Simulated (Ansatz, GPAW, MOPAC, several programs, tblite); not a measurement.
# What cheap methods get right for GeSeO (a single layer)

Aim: run GeSeO as a single layer in vacuum through methods of unlike cost and see what each gets, and at what price.

Method: no spin polarisation, static lattice; gaps from single points on the cell relaxed beforehand with r²SCAN, in MOPAC, tblite, GPAW, Ansatz (versions at each run).

## Step 1: The structure to begin with

It takes space group P3m1 (No. 156, trigonal). The conventional cell has a = 3.247 Å, b = 3.247 Å, c = 28.841 Å, α = 90.00°, β = 90.00°, γ = 120.00°. Around Ge (site symmetry 3m) lie 3 O at 2.07 Å and 3 Se at 2.47 Å. O (site symmetry 3m) is surrounded by 3 Ge at 2.07 Å. Se (site symmetry 3m) is surrounded by 3 Ge at 2.47 Å.

Coordinates:

```
CELL_PARAMETERS angstrom
3.24706 0.00000 0.00000
-1.62353 2.81204 0.00000
0.00000 0.00000 28.84124
ATOMIC_POSITIONS crystal
Ge 0.00000 0.00000 0.32053
O 0.33333 0.66667 0.35062
Se 0.66667 0.33333 0.26501
```

The cell holds a single layer (1T monolayer (Janus)) with vacuum along c; the form is built, and need not be the compound's stable one.

**Question.** The methods are PM6, PM7, GFN1-xTB (tblite), GFN2-xTB (tblite), PBE/single-zeta, coarse PBE, PBE, r2SCAN. What gap does r2SCAN give on this cell, and which other methods (full PBE left aside) come nearest to r2SCAN and farthest in gap?

```
                                      quantity                                                            value
                                        r2SCAN                                                           no gap
gap: nearest and farthest of the other methods  PBE/single-zeta, coarse PBE (about 0.00 eV off); PM6 (+3.42 eV)
```

In words: For the gap (full PBE left aside), PBE/single-zeta, coarse PBE tie for nearest to r2SCAN; PM6 is farthest. A minimal basis or a coarse cutoff and mesh shifts results by its own error, so closeness to r2SCAN can be chance. Cluster runs see only the k-points that fold onto the zone centre, so their gaps can miss the band edges. Overlaps count as a gap of zero in the misses; they are PBE/single-zeta -0.11, coarse PBE -0.50, PBE -0.55, r2SCAN -0.32 eV. CPU times run from 0.26 s (PM6) to 31 s (r2SCAN). PM6, PM7, GFN1-xTB (tblite), GFN2-xTB (tblite) disagree with r2SCAN even on whether there is a gap. Semilocal functionals can close a small real gap, so r2SCAN's «no gap» may be its own error. r2SCAN is a yardstick, not the truth.
